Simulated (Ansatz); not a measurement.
**C4H3F3: a ladder of functionals and wavefunction methods**

How much do the methods differ for C4H3F3? The plan is to run it at one geometry with functionals of several rungs and with coupled cluster. The yardstick is the atomisation energy at the CCSD(T) limit.

The runs use Ansatz 0.2.0, Gaussian basis; functionals in def2-TZVPP, the program's frozen cores in correlated methods.

Plan: LDA (SPW92), PBE-D4, revPBE-D4, BLYP-D4, r2SCAN-D4, B97M-V, PBE0-D4, B3LYP-D4, r2SCANh-D4, r2SCAN0-D4, HSE06-D4, BHLYP-D4, CAM-B3LYP-D4, LC-ωPBE, ωB97X-V, ωB97M-V, B2PLYP, PBE-QIDH; CCSD(T)/def2-SVP; CCSD(T)/def2-TZVPP; MP2/def2-QZVPP; extrapolation to the limit; RPA on PBE.

## Step 1: Structure used throughout

All runs share one geometry, relaxed beforehand with PBE0-D4 in a triple-zeta def2 set.

SMILES `F/C=C\C=C(F)F`, 10 atoms, charge 0, spin multiplicity 1.

Atoms are counted from 1 here; the program's logs count them from 0.

Bond lengths: F1–C2 1.338 Å, C2–C3 1.327 Å, C2–H8 1.082 Å, C3–C4 1.442 Å, C3–H9 1.083 Å, C4–C5 1.325 Å, C4–H10 1.081 Å, C5–F6 1.314 Å, C5–F7 1.311 Å. Angles: F1–C2–C3 122.0°, F1–C2–H8 112.7°, C3–C2–H8 125.3°, C2–C3–C4 124.3°, C2–C3–H9 116.6°, C4–C3–H9 119.1°, C3–C4–C5 123.1°, C3–C4–H10 120.0°, C5–C4–H10 116.8°, C4–C5–F6 125.2°, C4–C5–F7 124.7°, F6–C5–F7 110.1°.

Geometry (Å):

```mol
C4H3F3
  3D, bonds by distance, orders not assigned

 10  9  0  0  0  0  0  0  0  0999 V2000
    1.0789   -2.2715    0.1991 F   0  0
    0.2943   -1.5412    0.9992 C   0  0
   -0.1466   -0.3405    0.6459 C   0  0
    0.1605    0.3007   -0.6089 C   0  0
   -0.2927    1.5009   -0.9389 C   0  0
   -1.0646    2.2516   -0.1864 F   0  0
   -0.0331    2.1119   -2.0698 F   0  0
    0.0747   -2.0376    1.9355 H   0  0
   -0.7766    0.1748    1.3604 H   0  0
    0.7884   -0.2000   -1.3331 H   0  0
  1  2  8  0
  2  3  8  0
  3  4  8  0
  4  5  8  0
  5  6  8  0
  5  7  8  0
  2  8  8  0
  3  9  8  0
  4 10  8  0
M  END
```

## Step 2: LDA

This LDA is Slater exchange with PW92 correlation.

File in.yaml:

```yaml
crystal:
  periodic: [false, false, false]
  atoms:
    - {symbol: F, position_ang: [1.078872, -2.271456, 0.199065]}
    - {symbol: C, position_ang: [0.294341, -1.541180, 0.999210]}
    - {symbol: C, position_ang: [-0.146586, -0.340490, 0.645860]}
    - {symbol: C, position_ang: [0.160478, 0.300687, -0.608878]}
    - {symbol: C, position_ang: [-0.292731, 1.500872, -0.938900]}
    - {symbol: F, position_ang: [-1.064552, 2.251630, -0.186407]}
    - {symbol: F, position_ang: [-0.033142, 2.111875, -2.069759]}
    - {symbol: H, position_ang: [0.074694, -2.037577, 1.935484]}
    - {symbol: H, position_ang: [-0.776583, 0.174755, 1.360386]}
    - {symbol: H, position_ang: [0.788407, -0.200018, -1.333062]}
basis:
  gaussian: {orbitals: def2-TZVPP}
hamiltonian: {xc: lda}
output: {orbitals: {seedname: orbitals}}
```

After this run come: PBE-D4 (GGA); revPBE-D4 (GGA); BLYP-D4 (GGA); r2SCAN-D4 (meta-GGA); B97M-V (meta-GGA); PBE0-D4 (hybrid); B3LYP-D4 (hybrid); r2SCANh-D4 (hybrid); r2SCAN0-D4 (hybrid); HSE06-D4 (hybrid); BHLYP-D4 (hybrid); CAM-B3LYP-D4 (range-separated); LC-ωPBE-D4 (range-separated); ωB97X-V (range-separated); ωB97M-V (range-separated); B2PLYP (double hybrid); PBE-QIDH (double hybrid); CCSD(T) in def2-SVP; CCSD(T) in def2-TZVPP; MP2 in def2-QZVPP; RPA on PBE orbitals.

**Question.** What will the summary of the whole plan be? Wanted: atomisation energy, CCSD(T)/CBS; farthest beyond LDA; mean size of error, GGA; mean size of error, meta-GGA; mean size of error, hybrid; mean size of error, range-separated; mean size of error, double hybrid; gap, smallest and largest; T1 diagnostic.

**Answer**, as computed:

| quantity | value |
| --- | --- |
| atomisation energy, CCSD(T)/CBS | 4345.0 kJ/mol |
| functionals within 21.7 kJ/mol (0.5 %) | B3LYP-D4, r2SCANh-D4, ωB97X-V, PBE-QIDH |
| farthest beyond LDA | PBE-D4 (+232.8 kJ/mol) |
| mean size of error, GGA | 122.9 kJ/mol |
| mean size of error, meta-GGA | 46.0 kJ/mol |
| mean size of error, hybrid | 73.4 kJ/mol |
| mean size of error, range-separated | 34.6 kJ/mol |
| mean size of error, double hybrid | 14.2 kJ/mol |
| gap, smallest and largest | 3.94 eV (LDA (SPW92)), 10.79 eV (LC-ωPBE) |
| T1 diagnostic | 0.0128 |
| triples share of the correlation energy | 3.8 % |

What this shows: LDA overbinds by 869.7 kJ/mol (20 %). PBE-D4 is off by +232.8 kJ/mol. Double hybrids carry the basis error of their MP2 part in triple zeta, and no dispersion term here, so their miss is partly the set-up's. Taken by rung, double hybrid functionals do best (14.2 kJ/mol on average) and GGA ones worst beyond LDA (122.9 kJ/mol). Misses under about 21.7 kJ/mol are within the doubt on the reference itself, which lacks core-valence correlation, relativity and higher excitations. Hartree-Fock recovers 70 % of the binding; the rest is correlation. CCSD(T) in def2-SVP is off by -176.8 kJ/mol, so the small basis spoils what the method gains. The gap grows from 3.9 to 10.8 eV across the functionals, mostly with the share of exact exchange. The restricted reference is unstable towards a spin-broken one.
